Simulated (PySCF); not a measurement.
# Ru: dipole response in aug-cc-pVTZ-PP with ECP28

How polarisable is Ru at the levels listed below?

The numbers are computed with PySCF 2.14.0 (unrestricted determinants in a Gaussian basis, no spin-orbit coupling in the energies), except any that are marked as measured or tabulated.

## (1) The atom as given

```
Element     : ruthenium (Z = 44)
Basis       : aug-cc-pVTZ-PP with ECP28MDF (6s6p5d3f2g, 88 functions)
Hamiltonian : a scalar-relativistic core potential
State 1     : Ru: [Kr] 4d7 5s1, high-spin 5F determinant
Methods     : TPSSh
```

The outer shells:

Ru [Kr] 4d7 5s1
```
[Kr] core
4d [↑↓][↑↓][↑ ][↑ ][↑ ]
5s [↑ ]
```

One driver process ran all states and methods and kept the integrals in memory. Each run is shown as a PySCF script that sums up its settings (the driver passes frozen orbitals as a list and adds second-order terms of double hybrids); the logs are those of the runs themselves. The driver starts from symmetry-adapted Hartree-Fock orbitals, holds the occupation by maximum overlap and uses a logarithmic radial grid for functionals, so a plain start would take other cycles.

The integrals over 88 functions and the set-up took 0.57 s of CPU time.

## (2) Ru, at TPSSh

TPSSh:

Contents of input.py:

```python
from pyscf import gto, scf, dft, mp, cc
import basis_set_exchange as bse
txt = bse.get_basis("aug-cc-pVTZ-PP", elements=["Ru"], fmt="nwchem", header=False)
cut = txt.index("\nECP")
mol = gto.M(atom="Ru 0 0 0", charge=0, spin=4, symmetry="D2h",
            basis=gto.basis.parse(txt[:cut]),
            ecp={"Ru": gto.basis.parse_ecp(txt[cut:])})
mf = dft.UKS(mol, xc="TPSSH")
mf.irrep_nelec = {'Ag': (4, 2), 'B1g': (1, 1), 'B2g': (1, 0), 'B3g': (1, 0), 'B1u': (1, 1), 'B2u': (1, 1), 'B3u': (1, 1)}
mf.kernel()
```

Output:

```text
damping factor = 0
level_shift factor = 0
DIIS = <class 'pyscf.scf.diis.CDIIS'>
diis_start_cycle = 1
diis_space = 10
diis_damp = 0
SCF conv_tol = 1e-09
SCF conv_tol_grad = None
number electrons alpha = 10  beta = 6
XC functionals = TPSSH
    V. N. Staroverov, G. E. Scuseria, J. Tao, and J. P. Perdew.,  J. Chem. Phys. 119, 12129 (2003)
cycle= 1 E= -94.4603734041504  delta_E= -0.0093  |g|= 0.0588  |ddm|= 0.651
cycle= 2 E= -94.4591462604432  delta_E= 0.00123  |g|= 0.0865  |ddm|= 0.225
cycle= 3 E= -94.4617440163424  delta_E= -0.0026  |g|= 0.00177  |ddm|= 0.175
cycle= 4 E= -94.4617459645347  delta_E= -1.95e-06  |g|= 0.00108  |ddm|= 0.0164
cycle= 5 E= -94.4617465001135  delta_E= -5.36e-07  |g|= 7.11e-05  |ddm|= 0.0019
cycle= 6 E= -94.4617465026766  delta_E= -2.56e-09  |g|= 7.61e-07  |ddm|= 0.000166
cycle= 7 E= -94.4617465026772  delta_E= -5.54e-13  |g|= 1.3e-07  |ddm|= 1.12e-05
converged SCF energy = -94.4617465026772  <S^2> = 6.0018294  2S+1 = 5.0007317
```

CPU time 27 s on a shared host, the integrals not counted.

The occupied shells:

```csv
shell,electrons,mean orbital energy (eV),spread (eV),rms radius (bohr)
4s α,1,-79.894,0,1.09
4s β,1,-77.539,0,1.09
4p α,3,-49.177,0,1.22
4p β,3,-46.485,0,1.22
4d α,5,-6.440,0.856,1.90
5s α,1,-4.950,0,3.54
4d β,2,-4.801,0,1.90
```

⟨S²⟩ = 6.002, ⟨L²⟩ = 12.04.

The driver then solved the coupled dipole response at imaginary frequencies: mean α = 61.54 bohr³, C₆ = 576.3 au for a like pair.

Energies and moments cover only the electrons outside the core potential.

Radial density 4πr²ρ of Ru at TPSSh, the electrons outside the core potential:

```csv
r (bohr),density,spin density
0.0314,2.46e-05,0.000
0.0528,5.86e-05,0.000
0.0888,0.000194,0.000
0.149,0.00166,0.000
0.251,0.0266,0.004
0.423,0.705,0.087
0.711,8.53,0.910
1.20,12.1,1.998
2.01,3.47,1.327
3.38,0.743,0.482
5.69,0.0687,0.055
9.57,0.000981,0.001
```

## (3) The response side by side

Ru, in atomic units:

```
method  mean α  C₆ (like pair)  S(−4)
 TPSSh   61.54           576.3   2360
```

Reference α: 72 ± 10 bohr³ (recommended; Schwerdtfeger and Nagle, table of static dipole polarizabilities (2023 update)). Published C₆: 809.0 (Gould and Bucko (2016)).

α(iu) at TPSSh:

```
u (hartree)  α(iu) (bohr³)
          0          61.54
     0.0500          56.29
      0.100          45.65
      0.200          28.68
      0.300          19.87
      0.500          12.08
      0.750          7.920
       1.00          5.713
       1.50          3.437
       2.00          2.309
       3.00          1.244
       5.00         0.5202
```

## (4) What came out

```
quantity                                 value
 α of Ru  61.54 (TPSSh) bohr³; reference 72.00
```

**Reading.** For Ru TPSSh differs from the reference by -15 %. The basis is finite, and no extrapolation was made.
